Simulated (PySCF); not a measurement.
# C3H9NSi: the cost of one run

Computed with PySCF 2.14.0, with density-fitted response routines of our own, on a single molecule in the gas phase. Atoms are numbered from 0 throughout.

## (1) The starting structure

14 atoms, charge 0, multiplicity 1; geometry from: GFN2-xTB. The atoms were then displaced at random by about 0.01 Å, so the start is not that level's minimum.

Bonds of the start (Å): C0–N1 1.41, N1–C2 1.46, C2–Si3 1.96, Si3–C4 1.93, C4–N1 1.46, C0–H5 1.09, C0–H6 1.10, C0–H7 1.12, C2–H8 1.11, C2–H9 1.07, Si3–H10 1.42, Si3–H11 1.46, C4–H12 1.11, C4–H13 1.09.

## (2) Optimising the geometry at PBE0-D3(BJ)/def2-SVP

Job settings and geometry (Å):

```
{"job": {"xc": "PBE0", "basis": "def2-SVP", "d3": "d3bj", "grid": 1, "shake": 0.01, "kind": "geom"}, "charge": 0, "multiplicity": 1}
C     -1.730050     0.455400    -0.096550
N     -0.401950     0.192770    -0.486270
C      0.050670    -1.170630    -0.242630
Si     1.869520    -0.493320     0.053150
C      0.638050     0.983790     0.169700
H     -2.428390    -0.157550    -0.669390
H     -1.923530     0.315060     0.976710
H     -1.963370     1.526070    -0.341660
H     -0.385620    -1.609870     0.681750
H     -0.144710    -1.826330    -1.069470
H      2.698580    -0.499490    -1.104900
H      2.538320    -0.917670     1.278020
H      0.344370     1.271770     1.202260
H      0.830970     1.914930    -0.358460
```

Launch:

```bash
> OMP_NUM_THREADS=1 python probes_run.py task.json out
```

One launch serves the whole session: the jobs run in the order shown.

Q: Estimate the wall time and peak memory of this first job on 1 thread of AMD EPYC 9R45, shared host.

About 17 s, with a peak of 0.49 GiB.
